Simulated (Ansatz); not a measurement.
**H₂OSiTe (SMILES O1[SiH2][Te]1): single points off equilibrium**

Aim: energy, forces and dipole at a structure displaced at random from a GFN2-xTB minimum, from CCSD(T) and from density functionals.

Computed with Ansatz 0.2.0, Gaussian basis. Level: single points in def2-TZVPP.

Cores are frozen in the correlated methods. Filled d shells of the heavier atoms are correlated. Core potentials replace the inner electrons past krypton, and spin-orbit coupling is left out. B3LYP uses VWN-RPA correlation.

### Step 1. The system as given

SMILES `O1[SiH2][Te]1`, 5 atoms, charge 0, spin multiplicity 1.

Atoms are counted from 1 here; the program's logs count them from 0.

Bond lengths: O1–Si2 1.618 Å, O1–Te3 2.245 Å, Si2–Te3 2.560 Å, Si2–H4 1.503 Å, Si2–H5 1.523 Å. Angles: Si2–O1–Te3 81.3°, O1–Si2–Te3 60.1°, O1–Si2–H4 117.9°, O1–Si2–H5 117.1°, Te3–Si2–H4 115.2°, Te3–Si2–H5 113.8°, H4–Si2–H5 118.9°, O1–Te3–Si2 38.7°.

As a file:

```csv
atom,x (Å),y (Å),z (Å)
O1,0.9812,-0.9190,-0.1579
Si2,-0.0383,0.3318,-0.2810
Te3,-0.3034,-1.3482,1.6324
H4,-1.1021,0.2694,-1.3404
H5,0.4786,1.6934,0.1638
```

### Step 2. CCSD(T)/def2-TZVPP

run/in.yaml

```yaml
crystal:
  periodic: [false, false, false]
  atoms:
    - {symbol: O, position_ang: [0.981200, -0.919000, -0.157900]}
    - {symbol: Si, position_ang: [-0.038300, 0.331800, -0.281000]}
    - {symbol: Te, position_ang: [-0.303400, -1.348200, 1.632400]}
    - {symbol: H, position_ang: [-1.102100, 0.269400, -1.340400]}
    - {symbol: H, position_ang: [0.478600, 1.693400, 0.163800]}
basis:
  gaussian: {orbitals: def2-TZVPP}
correlation: {method: ccsd_t}
output: {forces: true}
```

No record of the launch command was kept for these runs.

### Step 3. PBE0-D4/def2-TZVPP

Changes to run/in.yaml since step 2:

```diff
@@ -10,3 +10,3 @@
   gaussian: {orbitals: def2-TZVPP}
-correlation: {method: ccsd_t}
-output: {forces: true}
+hamiltonian: {xc: pbe0, dispersion: d4}
+output: {forces: true, orbitals: {seedname: orbitals}}
```

### Step 4. wB97M-V/def2-TZVPP

Changes to run/in.yaml since step 3:

```diff
@@ -10,3 +10,3 @@
   gaussian: {orbitals: def2-TZVPP}
-hamiltonian: {xc: pbe0, dispersion: d4}
-output: {forces: true, orbitals: {seedname: orbitals}}
+hamiltonian: {xc: {name: wB97M-V}}
+output: {forces: true}
```

### Step 5. r2SCAN-D4/def2-TZVPP

Changes to run/in.yaml since step 4:

```diff
@@ -10,3 +10,3 @@
   gaussian: {orbitals: def2-TZVPP}
-hamiltonian: {xc: {name: wB97M-V}}
+hamiltonian: {xc: r2scan, dispersion: d4}
 output: {forces: true}
```

### Step 6. PBE-D4/def2-TZVPP

Changes to run/in.yaml since step 5:

```diff
@@ -10,3 +10,3 @@
   gaussian: {orbitals: def2-TZVPP}
-hamiltonian: {xc: r2scan, dispersion: d4}
+hamiltonian: {xc: pbe, dispersion: d4}
 output: {forces: true}
```

### Step 7. B3LYP-D4/def2-TZVPP

Changes to run/in.yaml since step 6:

```diff
@@ -10,3 +10,3 @@
   gaussian: {orbitals: def2-TZVPP}
-hamiltonian: {xc: pbe, dispersion: d4}
+hamiltonian: {xc: {name: B3LYP}, dispersion: d4}
 output: {forces: true}
```

### Step 8. revPBE-D4/def2-TZVPP

Changes to run/in.yaml since step 7:

```diff
@@ -10,3 +10,3 @@
   gaussian: {orbitals: def2-TZVPP}
-hamiltonian: {xc: {name: B3LYP}, dispersion: d4}
+hamiltonian: {xc: {name: revPBE}, dispersion: d4}
 output: {forces: true}
```

(Steps that only read results are left out.)

Q: Predict the outcome of this session. Wanted: energy less free atoms, CCSD(T)/def2-TZVPP; RMS force component; RMS force error; HOMO and LUMO, PBE0-D4; T1 diagnostic.

As calculated:

| quantity | value |
| --- | --- |
| energy less free atoms, CCSD(T)/def2-TZVPP | -325.8 kcal/mol |
| RMS force component | 0.547 to 0.677 eV/Å over the methods |
| RMS force error | PBE0-D4 0.183, wB97M-V 0.222, r2SCAN-D4 0.084, PBE-D4 0.194, B3LYP-D4 0.111, revPBE-D4 0.252 eV/Å |
| HOMO and LUMO, PBE0-D4 | -6.25 and -3.07 eV |
| T1 diagnostic | 0.017 |

What this shows: Against CCSD(T) the functionals' energies less atoms differ by -22.6 to -6.4 kcal/mol, PBE-D4 by -22.6 kcal/mol. The reference is not at the basis limit: in triple zeta CCSD(T) underbinds, which counts against methods that bind more; the gaps are no ranking. For forces r2SCAN-D4 does best and revPBE-D4 worst. Frozen-core CCSD(T) forces in triple zeta carry basis errors of their own, and this is one geometry, so small gaps rank nothing. The restricted Hartree–Fock reference is unstable towards an unrestricted one at one or more of these structures.
